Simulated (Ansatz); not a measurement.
# FH2MoNS2: the cost of one run

Program: Ansatz 0.2.0, driven from Python. Level of theory: Hartree-Fock/def2-SVP. These are calculated values, not measurements.

**1. Starting point**

Bond lengths: N1–Mo2 2.070 Å, Mo2–F3 1.965 Å, Mo2–S4 2.000 Å, Mo2–S5 2.066 Å, N1–H6 1.057 Å, N1–H7 1.084 Å. Angles: N1–Mo2–F3 108.3°, N1–Mo2–S4 111.9°, N1–Mo2–S5 109.7°, F3–Mo2–S4 109.0°, F3–Mo2–S5 110.2°, S4–Mo2–S5 107.7°, Mo2–N1–H6 110.0°, Mo2–N1–H7 107.4°, H6–N1–H7 102.6°.

The script holds or builds the structure itself.

**2. The code**

Contents of ip.py:

```python
import ansatz as az
from ase import Atoms

config = {
    "basis": "def2-SVP",
    "xc": "hf",
}


def single_point(molecule, charge=0, unpaired=0):
    calc = molecule.calculation().basis(gaussian=config["basis"]).functional(config["xc"])
    if charge:
        calc = calc.charge(charge)
    if unpaired:
        calc = calc.spin("collinear", total=unpaired)
    return calc.run(threads=1, pin="off").report["free_energy_ev"]

atoms = Atoms(["N", "Mo", "F", "S", "S", "H", "H"], positions=[
    [-0.5132, 1.0887, 0.6632],
    [0.4616, -0.5196, -0.2021],
    [1.1674, -1.6585, 1.2346],
    [-0.7644, -1.6048, -1.3501],
    [2.0037, 0.1616, -1.3971],
    [-1.3938, 0.7599, 1.1468],
    [-0.8999, 1.7047, -0.1409],
])
fh2mons2 = az.Crystal.molecule_from_ase(atoms)

parent = single_point(fh2mons2, 0, 0)
cation = single_point(fh2mons2, 1, 1)
print(f"E(N)   = {parent:.5f} eV")
print(f"E(N-1) = {cation:.5f} eV  (1 unpaired)")
print(f"vertical ionisation energy {cation - parent:.3f} eV")
```

**3. The run**

On the command line:

```sh
$ python ip.py
```

What time and memory should one allow on 1 thread of Arm Neoverse V1, shared host?

About 66 s, with a peak of 0.48 GiB.
